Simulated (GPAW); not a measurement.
# TaCrB4 (P6/mmm) in GPAW: reference runs

Reference runs on TaCrB4: the cell as given.

Program: GPAW 26.7.0. These are calculated values, not measurements. Logs are shortened: lines on timing, memory, paths and dates and some standing lists are left out, and cuts for length are marked. The log counts tension as positive stress, the text compression.

## Step 1: The crystal as given

Symmetry: P6/mmm, No. 191, hexagonal system. The conventional cell has a = 3.069 Å, b = 3.069 Å, c = 6.208 Å, α = 90.00°, β = 90.00°, γ = 120.00°. Ta (site symmetry 6/mmm) is surrounded by 12 B at 2.42 Å. Cr (site symmetry 6/mmm) has 12 B at 2.29 Å as nearest neighbours. Around B (site symmetry 3m) lie 3 B at 1.77 Å.

The cell comes from a database or a generator and needn't be the stable form of this composition.

## Step 2: Single point, PBEsol, collinear spin, ferromagnetic start

The input, run.py:

```python
from ase import Atoms
from ase.dft.bandgap import bandgap
from ase.io import write
from ase.units import Bohr, GPa
from gpaw import GPAW, PW, setup_paths
from gpaw.elf import elf_from_dft_calculation

setup_paths.insert(0, '.')

atoms = Atoms(['Ta', 'Cr', 'B', 'B', 'B', 'B'],
              cell=[[3.0688005373, 0.0, 0.0],
                    [-1.5344002687, 2.6576592245, 0.0],
                    [0.0, 0.0, 6.207767]],
              scaled_positions=[[0.0, 0.0, 0.5],
                                [0.0, 0.0, 0.0],
                                [0.6666666667, 0.3333333333, 0.233446],
                                [0.6666666667, 0.3333333333, 0.766554],
                                [0.3333333333, 0.6666666667, 0.233446],
                                [0.3333333333, 0.6666666667, 0.766554]],
              pbc=True)
atoms.set_initial_magnetic_moments([0.0, 3.0, 0.0, 0.0, 0.0, 0.0])

calc = GPAW(mode=PW(800),
            xc='PBEsol',
            kpts={'size': (10, 10, 5), 'gamma': True},
            occupations={'name': 'fermi-dirac', 'width': 0.05},
            nbands=33,
            convergence={'density': 1e-05, 'energy': 1e-05},
            maxiter=150,
            txt='gpaw.txt')
atoms.calc = calc
energy = atoms.get_potential_energy()
forces = atoms.get_forces()
stress = atoms.get_stress()
calc.write('gs.gpw')
write('result.traj', atoms)
print(f'Energy: {energy:.6f} eV')
print('Forces (eV/A):')
print(forces.round(4))
print('Stress (GPa):', (stress / GPa).round(3))
print('Moments:', calc.get_magnetic_moments().round(3))
print('Fermi level:', round(calc.get_fermi_level(), 4), 'eV')
print(f'Gap: {bandgap(calc)[0]:.4f} eV, direct: {bandgap(calc, direct=True)[0]:.4f} eV')

# fields on the real-space grid
write('density.cube', atoms, data=calc.get_pseudo_density() * Bohr**3)
write('potential.cube', atoms, data=calc.get_electrostatic_potential())
write('spin.cube', atoms, data=(calc.get_pseudo_density(spin=0) - calc.get_pseudo_density(spin=1)) * Bohr**3)
write('elf.cube', atoms, data=elf_from_dft_calculation(calc).data)
```

Potentials or basis: PAW data sets generated in the run's folder for this functional, pw.

Command:

```
$ gpaw-setup -f PBEsol B Cr Ta
$ OMP_NUM_THREADS=1 python run.py
```

gpaw.txt:

```text
__  _  _
 | _ |_)|_||  |
 |__||  | ||/\| - 26.7.0

Input parameters:
  mode=PW(ecut=800.0),
  convergence={'density': 1e-05, 'energy': 1e-05},
  kpts=MonkhorstPack(size=(10, 10, 5), gamma=True),
  maxiter=150,
  nbands=33,
  occupations=Occupations(name='fermi-dirac', width=0.05),
  xc=XC(name='PBEsol')

Diagonalizing LCAO Hamiltonian
Converting LCAO to pw mode

         B
            B

       Ta
         B
            B

       Cr

Atoms  # Å, Bohr magnetons
|   | symbol |         x |        y |        z |    initial magnetic moments |
|---|--------|-----------|----------|----------|-----------------------------|
| 0 |     Ta |  0.000000 | 0.000000 | 3.103883 | ( 0.0000,  0.0000,  0.0000) |
| 1 |     Cr |  0.000000 | 0.000000 | 0.000000 | ( 0.0000,  0.0000,  3.0000) |
| 2 |      B |  1.534400 | 0.885886 | 1.449178 | ( 0.0000,  0.0000,  0.0000) |
| 3 |      B |  1.534400 | 0.885886 | 4.758589 | ( 0.0000,  0.0000,  0.0000) |
| 4 |      B | -0.000000 | 1.771773 | 1.449178 | ( 0.0000,  0.0000,  0.0000) |
| 5 |      B | -0.000000 | 1.771773 | 4.758589 | ( 0.0000,  0.0000,  0.0000) |

Unit cell  # Å
| periodic |         x |        y |        z |  lengths |     angles |
|----------|-----------|----------|----------|----------|------------|
|      yes |  3.068801 | 0.000000 | 0.000000 | 3.068801 |  90.000000 |
|      yes | -1.534400 | 2.657659 | 0.000000 | 3.068801 |  90.000000 |
|      yes |  0.000000 | 0.000000 | 6.207767 | 6.207767 | 120.000000 |

Number of symmetries: 24
Symmetry operations  # r_c * U_cc + t_c -> r_c
|    | kind |            matrix            |
|----|------|------------------------------|
|  0 |  σ   |  1, 1, 0,  0,-1, 0,  0, 0, 1 |
|  1 |  C2  |  1, 1, 0,  0,-1, 0,  0, 0,-1 |
|  2 |  C6  |  1, 1, 0, -1, 0, 0,  0, 0, 1 |
|  3 |  S6  |  1, 1, 0, -1, 0, 0,  0, 0,-1 |
|  4 |  E   |  1, 0, 0,  0, 1, 0,  0, 0, 1 |
|  5 |  σ   |  1, 0, 0,  0, 1, 0,  0, 0,-1 |
|  6 |  σ   |  1, 0, 0, -1,-1, 0,  0, 0, 1 |
|  7 |  C2  |  1, 0, 0, -1,-1, 0,  0, 0,-1 |
|  8 |  σ   |  0, 1, 0,  1, 0, 0,  0, 0, 1 |
|  9 |  C2  |  0, 1, 0,  1, 0, 0,  0, 0,-1 |
| 10 |  C3  |  0, 1, 0, -1,-1, 0,  0, 0, 1 |
| 11 |  S3  |  0, 1, 0, -1,-1, 0,  0, 0,-1 |
| 12 |  C6  |  0,-1, 0,  1, 1, 0,  0, 0, 1 |
| 13 |  S6  |  0,-1, 0,  1, 1, 0,  0, 0,-1 |
| 14 |  σ   |  0,-1, 0, -1, 0, 0,  0, 0, 1 |
| 15 |  C2  |  0,-1, 0, -1, 0, 0,  0, 0,-1 |
| 16 |  σ   | -1, 0, 0,  1, 1, 0,  0, 0, 1 |
| 17 |  C2  | -1, 0, 0,  1, 1, 0,  0, 0,-1 |
| 18 |  C2  | -1, 0, 0,  0,-1, 0,  0, 0, 1 |
| 19 |  i   | -1, 0, 0,  0,-1, 0,  0, 0,-1 |
| 20 |  C3  | -1,-1, 0,  1, 0, 0,  0, 0, 1 |
| 21 |  S3  | -1,-1, 0,  1, 0, 0,  0, 0,-1 |
| 22 |  σ   | -1,-1, 0,  0, 1, 0,  0, 0, 1 |
| 23 |  C2  | -1,-1, 0,  0, 1, 0,  0, 0,-1 |

BZ-sampling:
  Number of BZ points: 500
  Number of IBZ points: 42

  Monkhorst-Pack size: [10, 10, 5]
  Monkhorst-Pack shift: [0.05, 0.05, 0.0]

K-points  # in reciprocal-cell coordinates
[... 107 lines left out ...]
    |    s |        |      17.850 |    0.635 |
    |    p |        |      23.657 |    0.635 |
    |    d |        |       0.000 |    0.635 |

    Using partial waves for B as LCAO basis

Reference energy: -455262.693803  # eV

eigensolver:
  PPCG
  Converge bands: occupied
  niter=2

density mixing:
  MSR1-Mixer
  Pratt-step length: 0.05
  Maximum mixing coefficient: 0.75
  Old densities: 10
  SVD Regularization: 0.005
  Good broyden scale: 1.0
  Trust region scale: 1.0
  Backstep threshold: 4.0
  History deletion threshold: 6.0
  Fourier metric: weight=20.0, sigma=0.015

occupation numbers:
  Fermi-Dirac:
    width: 0.0500  # eV

poisson solver:
  ecut: 6400.0  # eV

xc functional:
  name: PBEsol with 2 nearest neighbor stencil

convergence criteria:
- Maximum integral of absolute [dens]ity change: 1e-05 electrons / valence electron
- Maximum [total energy] change in last 3 cyles: 1e-05 eV / valence electron
- Maximum integral of absolute [eigenst]ate change: 4e-08 eV^2 / valence electron
maximum number of iterations: 150

SCF iterations
|iter     | |      energy | eigst |  dens |  magmom |
|---------|-|-------------|-------|-------|---------|
|iter:   1| |  -55.216892 | +0.13 |       |  +2.9910|
|iter:   2| |  -53.953542 | -1.81 | -0.83 |  +2.9542|
|iter:   3| |  -52.493075 | -1.68 | -0.91 |  +2.7714|
|iter:   4| |  -52.346336 | -2.28 | -1.16 |  +2.5996|
|iter:   5| |  -52.405610 | -2.57 | -1.37 |  +2.3078|
|iter:   6| |  -52.421205 | -3.14 | -1.65 |  +2.1281|
|iter:   7| |  -52.427274 | -3.89 | -1.88 |  +2.0104|
|iter:   8| |  -52.430129 | -4.23 | -2.24 |  +1.8925|
|iter:   9| |  -52.430629 | -4.98 | -2.71 |  +1.8286|
|iter:  10| |  -52.430574 | -5.48 | -2.84 |  +1.7965|
|iter:  11| |  -52.430595c| -6.22 | -3.13 |  +1.7981|
|iter:  12| |  -52.430599c| -7.22 | -3.74 |  +1.7998|
|iter:  13| |  -52.430599c| -8.06c| -4.34 |  +1.8000|
|iter:  14| |  -52.430598c| -8.65c| -4.98 |  +1.7999|
|iter:  15| |  -52.430598c| -9.20c| -5.34c|  +1.7999|

Converged in 15 steps
Energy contributions relative to reference atoms: (reference = -455262.693803)

Energy contributions:
  Kinetic:          25.370579
  Coulomb:         -24.835122
  Zero:              0.022844
  External:          0.000000
  Xc:              -52.977399
  Entropy:          -0.023000
  Spinorbit:         0.000000
  ----------------------------
  Free energy:     -52.442098
  Extrapolated:    -52.430598

dipole moment: (-9.239711, -16.003649, -15.135766)  # |e|*Ang

Total magnetic moment: (0.000000, 0.000000, 1.799894)

Local magnetic moments
|        x |        y |         z |
|----------|----------|-----------|
| 0.000000 | 0.000000 | -0.029873 |  # Ta   0
| 0.000000 | 0.000000 |  1.733970 |  # Cr   1
| 0.000000 | 0.000000 | -0.002567 |  # B    2
| 0.000000 | 0.000000 | -0.002567 |  # B    3
| 0.000000 | 0.000000 | -0.002567 |  # B    4
| 0.000000 | 0.000000 | -0.002567 |  # B    5

Fermi level: 13.320
Eigenvalues  # (at kpt = [0.000, 0.000, 0.000])
| band index |      eig [eV] | occ [0-1] |      eig [eV] | occ [0-1] |
|------------|---------------|-----------|---------------|-----------|
|          0 |       -55.114 |     1.000 |       -55.127 |     1.000 |
|        ... |               |           |               |           |
|          9 |         9.199 |     1.000 |         9.731 |     1.000 |
|         10 |        10.710 |     1.000 |        10.732 |     1.000 |
|         11 |        11.017 |     1.000 |        11.701 |     1.000 |
|         12 |        11.017 |     1.000 |        11.701 |     1.000 |
|         13 |        11.710 |     1.000 |        11.720 |     1.000 |
|         14 |        11.710 |     1.000 |        11.720 |     1.000 |
[... 8 lines left out ...]
|         23 |        17.616 |     0.000 |        17.708 |     0.000 |
|         24 |        17.868 |     0.000 |        17.899 |     0.000 |
|        ... |               |           |               |           |
|         32 |        29.071 |     0.000 |        29.462 |     0.000 |

No gap
No difference between direct/indirect transitions

Forces  # eV/Ang
|        x |        y |        z |
|----------|----------|----------|
| -0.00000 |  0.00000 |  0.00000 |  # Ta   0
|  0.00000 |  0.00000 |  0.00000 |  # Cr   1
| -0.00000 |  0.00000 |  0.05684 |  # B    2
|  0.00000 |  0.00000 | -0.05684 |  # B    3
| -0.00000 | -0.00000 |  0.05684 |  # B    4
|  0.00000 | -0.00000 | -0.05684 |  # B    5

Stress tensor  # eV/Ang^3
|        x |        y |        z |
|----------|----------|----------|
| 0.024491 | 0.000000 | 0.000000 |
| 0.000000 | 0.024491 | 0.000000 |
| 0.000000 | 0.000000 | 0.028815 |

# Writing to gs.gpw (mode='')
```

stdout:

```text
Energy: -52.430598 eV
Forces (eV/A):
[[-0.      0.      0.    ]
 [ 0.      0.      0.    ]
 [-0.      0.      0.0568]
 [ 0.      0.     -0.0568]
 [-0.     -0.      0.0568]
 [ 0.     -0.     -0.0568]]
Stress (GPa): [3.924 3.924 4.617 0.    0.    0.   ]
Moments: [-0.03   1.734 -0.003 -0.003 -0.003 -0.003]
Fermi level: 13.3196 eV
Gap: 0.0000 eV, direct: 0.0000 eV
```

It took 3.3 min on 1 thread of Arm Neoverse V2, shared host; peak memory 0.33 GiB.

What came out:

* Free energy: -52.4421 eV
* Pressure: -4.2 GPa
* Largest force: 0.057 eV/Å
* Band gap on the k mesh: none (metal or under the smearing width)
* Net moment: 1.80 μB per cell
* Site moments: Ta -0.03; Cr +1.73; B -0.00 μB

Forces in eV/Å, atoms in the order of the input:
```
Ta   0.000  0.000  0.000
Cr   0.000  0.000  0.000
B    0.000  0.000  0.057
B    0.000  0.000 -0.057
B    0.000  0.000  0.057
B    0.000  0.000 -0.057
```

Stress tensor (GPa, compression positive):
```
-3.92  0.00  0.00
 0.00 -3.92  0.00
 0.00  0.00 -4.62
```

Levels at points of the mesh, in eV from the Fermi level:
Spin up:
```tsv
k point	band 15	band 16	band 17	band 18	band 19	band 20
(0.00, 0.00, 0.00)	-1.61	-1.41	-1.41	0.35	0.80	0.80
(0.50, 0.50, 0.00)	-0.34	-0.28	-0.03	2.40	2.65	3.19
```
Spin down:
| k point | band 10 | band 11 | band 12 | band 13 | band 14 | band 15 | band 16 | band 17 | band 18 | band 19 |
| --- | --- | --- | --- | --- | --- | --- | --- | --- | --- | --- |
| (0.00, 0.00, 0.00) | -3.59 | -2.59 | -1.62 | -1.62 | -1.60 | -1.60 | -0.56 | -0.56 | 1.33 | 1.33 |
| (0.50, 0.50, 0.00) | -5.68 | -4.37 | -4.20 | -4.01 | -3.52 | 0.57 | 1.54 | 1.86 | 2.47 | 3.27 |

Caveat: a cell with one magnetic atom can't hold antiferromagnetic order, which such compounds often take. Spin-orbit coupling is left out, which matters for the levels of Ta.
